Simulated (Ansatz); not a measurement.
CH3FGe, SMILES [CH3][Ge][F], an active-space calculation

With Ansatz 0.2.0, Python API.

Contents of `ch3fge.xyz`:
```text
6

C    -0.31470    0.41780   -0.20220
Ge    1.24360   -0.28870    0.57770
F     1.04530   -2.02720    0.69490
H    -0.18310    1.57460   -0.30030
H    -1.23450    0.21500    0.40880
H    -0.51450    0.04450   -1.22500
```

Run as a notebook:

**Cell 1**
```python
import ansatz as az
```

**Cell 2**
```python
molecule = az.Crystal.molecule_from_extxyz("ch3fge.xyz")
```

**Cell 3**
```python
calculation = (
    molecule.calculation()
    .basis(gaussian="def2-SVP")
    .correlation(active_electrons=4, active_orbitals=5)
)
for method in ["sc_nevpt2"]:
    rep = (calculation if method is None else calculation.correlation(method)).run(threads=1, backend="cpu").report
    space = rep["configurations"]
    state = space["states"][0]
    print(method or "casscf", f"total {rep['free_energy_ev'] / 27.211386246:.6f} Ha, active-space state {state['energy']['hartree']:.6f} Ha, mean field {rep['reference_energy_ev'] / 27.211386246:.6f} Ha")
    print("  determinants", state["n_determinants"], " natural occupations", [round(n, 3) for n in space["natural_occupations"]])
```
Output:
```text
RunWarning: the results are in doubt because another end's mean lies 0.398 eV lower, and its corrected mean 0.464 eV higher
sc_nevpt2 total -2214.595742 Ha, active-space state -2214.093058 Ha, mean field -2214.050293 Ha
  determinants 100  natural occupations [1.978, 1.917, 0.065, 0.022, 0.018]
```

Total energies depend on the basis set; only differences at equal settings carry meaning. Warnings are shown shortened and without file and line. The geometry is a force-field or estimated start, not a minimum of this method, and the basis set is short of its limit. The active space starts as a window about the frontier orbitals and is then optimised, not chosen by chemistry. A lower CASSCF solution was found and passed over, so the printed active-space state isn't the lowest. Hardware and time: 35 s on 1 thread of Arm Neoverse N1, with other jobs on the host, peak memory 0.21 GiB.

(Lines on the test bed's own set-up are left out of the output.)
